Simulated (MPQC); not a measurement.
# KBr (SMILES [K][Br]) at HF/def2-TZVPP

What is the energy change on altering one bond length of KBr at HF/def2-TZVPP? 

The results are computed with MPQC 2.3.1.

11 further runs of the same task are left out: 1 that didn't finish, 10 set aside as unsound or not needed.

## Step 1: The system as given

KBr: 2 atoms, total charge 0, spin state singlet. As SMILES, `[K][Br]`. The shape is that of a PBE0-D4/def2-TZVP optimisation.

Bond lengths: K1–Br2 2.848 Å.

## Step 2: A single-point energy at HF/def2-TZVPP

File input.in:

```
% BrK
molecule<Molecule>: (
   symmetry = c1
   unit = angstrom
   { atoms geometry } = {
      K  [ 1.227000 -0.459700 0.613400 ]
      Br [ -1.197500 0.399500 -0.609300 ]
   }
)
basis<GaussianBasisSet>: (
   name = "def2-TZVPP"
   molecule = $:molecule
   basisdir = "."
   puream = yes
)
mpqc: (
   checkpoint = no
   savestate = no
   restart = no
   do_energy = yes
   do_gradient = no
   optimize = no
   mole<CLHF>: (
      molecule = $:molecule
      basis = $:basis
      total_charge = 0
      memory = 1000000000
      print_evals = yes
      maxiter = 120
      value_accuracy = 1e-08
      guess_wavefunction<ExtendedHuckelWfn>: (
         molecule = $:molecule
         total_charge = 0
         multiplicity = 1
         basis<GaussianBasisSet>: (
            name = "STO-3G"
            molecule = $:molecule
         )
      )
   )
)
```

The basis set def2-TZVPP is read from a file made from the Basis Set Exchange's data (not shown).

Started as:

```
$ mpqc -o input.out input.in
```

The log of the run:

```text
MPQC: Massively Parallel Quantum Chemistry
[...]
  CLSCF::init: total charge = 0
[...]
  nbasis = 81
[...]
  iter     1 energy = -3145.3543720774 delta = 1.86744e-01
[...]
  LUMO is    28   A =  -0.009063
  total scf energy = -3171.6613742656
Value of the MolecularEnergy: -3171.6613742656
[...]
      symmetry = c1
[...]
```

Run time: 14 s. Hardware: 1 thread of Arm Neoverse N1, shared host; peak memory 0.49 GiB.

## Step 3: The distorted shape, same level

File mol.in:

```
% BrK
molecule<Molecule>: (
   symmetry = c1
   unit = angstrom
   { atoms geometry } = {
      K  [ 1.590706      -0.588591       0.796821 ]
      Br [ -1.197500       0.399500      -0.609300 ]
   }
)
basis<GaussianBasisSet>: (
   name = "def2-TZVPP"
   molecule = $:molecule
   basisdir = "."
   puream = yes
)
mpqc: (
   checkpoint = no
   savestate = no
   restart = no
   do_energy = yes
   do_gradient = no
   optimize = no
   mole<CLHF>: (
      molecule = $:molecule
      basis = $:basis
      total_charge = 0
      memory = 1000000000
      print_evals = yes
      maxiter = 120
      value_accuracy = 1e-08
      guess_wavefunction<CLHF>: (
         molecule = $:molecule
         total_charge = 0
         memory = 1000000000
         value_accuracy = 1e-3
         basis<GaussianBasisSet>: (
            name = "STO-3G"
            molecule = $:molecule
         )
      )
   )
)
```

The basis set def2-TZVPP is read from a file made from the Basis Set Exchange's data (not shown).

Started as:

```
$ mpqc mol.in > mol.out
```

The log of the run:

```text
MPQC: Massively Parallel Quantum Chemistry
[...]
  LUMO is    28   A =  -0.017537
  total scf energy = -3171.6551813990
Value of the MolecularEnergy: -3171.6551813990
[...]
      symmetry = c1
[...]
```

Run time: 12 s. Hardware: 1 thread of Arm Neoverse N1, shared host; peak memory 0.49 GiB.

## Step 4: Outcome

At HF/def2-TZVPP:

| quantity | value |
| --- | --- |
| first shape: total energy | -3171.66137 Eh |
| first shape: HOMO energy | -8.49 eV |
| first shape: LUMO energy | -0.25 eV |
| first shape: HOMO–LUMO gap | 8.24 eV |
| distorted shape: total energy | -3171.65518 Eh |
| distorted shape: HOMO energy | -8.03 eV |
| distorted shape: LUMO energy | -0.48 eV |
| distorted shape: HOMO–LUMO gap | 7.55 eV |
| energy change with the K1–Br2 bond stretched from 2.848 to 3.275 Å | 0.169 eV |

**Reading.** With the K1–Br2 bond stretched from 2.848 to 3.275 Å the energy rises by 0.17 eV (3.9 kcal/mol). The first shape isn't relaxed at this level, so the change isn't measured from a minimum.
